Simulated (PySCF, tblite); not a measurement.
**C₆H₁₃OPSi: geometry, infrared bands and NMR shifts**

Wanted: the infrared bands and NMR shifts of C₆H₁₃OPSi (`C=C[P@](=O)(C[SiH3])C1CC1`), by calculation.

Computed with tblite 0.8.0 and PySCF 2.14.0, with density-fitted response routines of our own, on a single molecule in the gas phase. Atoms are numbered from 0 throughout.

## (1) Starting geometry

22 atoms, charge 0, multiplicity 1; geometry from: force field or distance geometry start.

Bonds of the start (Å): C0–C1 1.33, C1–P2 1.76, P2–O3 1.50, P2–C4 1.78, C4–Si5 1.83, P2–C6 1.84, C6–C7 1.50, C7–C8 1.51, C8–C6 1.51, C0–H9 1.09, C0–H10 1.08, C1–H11 1.08, C4–H12 1.09, C4–H13 1.09, Si5–H14 1.48, Si5–H15 1.48, Si5–H16 1.49, C6–H17 1.09, C7–H18 1.09, C7–H19 1.08, C8–H20 1.09, C8–H21 1.08.

## (2) Geometry optimisation with GFN2-xTB

The job: settings as JSON, then the geometry in Å.

```
{"job": {"kind": "relax", "xc": "GFN2-xTB", "basis": "xTB"}, "charge": 0, "multiplicity": 1}
C      0.656000     2.258100    -1.597200
C      0.438100     0.952300    -1.431000
P      0.126500     0.223800     0.138000
O     -0.119400     1.001100     1.396300
C      1.222300    -1.159300     0.333900
Si     2.887600    -0.532700     0.749900
C     -1.498500    -0.579000    -0.158000
C     -2.759800     0.189900     0.116700
C     -2.369400    -0.959200     1.012300
H      0.611600     2.945300    -0.748100
H      0.839900     2.675000    -2.581000
H      0.471400     0.300800    -2.292700
H      1.239500    -1.749900    -0.583000
H      0.852700    -1.813000     1.117200
H      3.830400    -1.669600     0.842400
H      3.405600     0.362400    -0.302300
H      2.931700     0.174400     2.059600
H     -1.506400    -1.262000    -1.002900
H     -3.603100     0.044000    -0.554400
H     -2.677900     1.192400     0.517700
H     -2.039600    -0.705700     2.017000
H     -2.949600    -1.869800     0.948800
```

Command:

```console
$ OMP_NUM_THREADS=1 python probes_run.py task.json out
```

This one command runs all jobs of the session in turn.

**Question.** This job is followed by: GFN2-xTB harmonic vibrations, gas phase; GIAO PBE0/pcSseg-1 NMR shielding, non-relativistic, gas phase. What will the session give for the following? strongest single infrared mode (GFN2-xTB); zero-point energy (GFN2-xTB); 13C shifts against TMS (PBE0/pcSseg-1); 1H shifts against TMS (PBE0/pcSseg-1, means over atoms taken as alike); 31P shifts against H3PO4 (PBE0/pcSseg-1); 17O shifts against H2O (PBE0/pcSseg-1); 29Si shifts against TMS (PBE0/pcSseg-1).

**Answer**, as computed:

```
                                                              quantity                                                                 value
                             strongest single infrared mode (GFN2-xTB)                                                  785 cm⁻¹, 461 km/mol
                                          zero-point energy (GFN2-xTB)                                                        105.5 kcal/mol
                                13C shifts against TMS (PBE0/pcSseg-1)                                143.0, 141.9, 14.8, 13.4, 3.2, 2.7 ppm
1H shifts against TMS (PBE0/pcSseg-1, means over atoms taken as alike)  6.70, 6.58, 6.21, 3.98, 1.38, 0.90, 0.85, 0.70, 0.65, 0.59, 0.56 ppm
                              31P shifts against H3PO4 (PBE0/pcSseg-1)                                                               5.9 ppm
                                17O shifts against H2O (PBE0/pcSseg-1)                                                              62.6 ppm
                               29Si shifts against TMS (PBE0/pcSseg-1)                                                             -80.0 ppm
```

The optimisation took 56 steps and gained 0.462 eV; among the close pairs (by a distance rule), C4–Si5 changed most, from 1.827 to 1.900 Å. No mode is imaginary among the 60: a minimum at this level. The strongest single mode, at 785 cm⁻¹, is spread over many atoms; the largest shares are those of Si5, C4. GFN2-xTB is a fitted tight-binding method: band positions and strengths are rough. Its intensities can rank the bands wrongly. The most deshielded carbon is C0 (terminal =CH2 carbon), at 143.0 ppm: an sp2 carbon of a C=C bond. At PBE0/pcSseg-1: The widest tensor belongs to C0: span 264 ppm, with a paramagnetic part of -211 ppm.
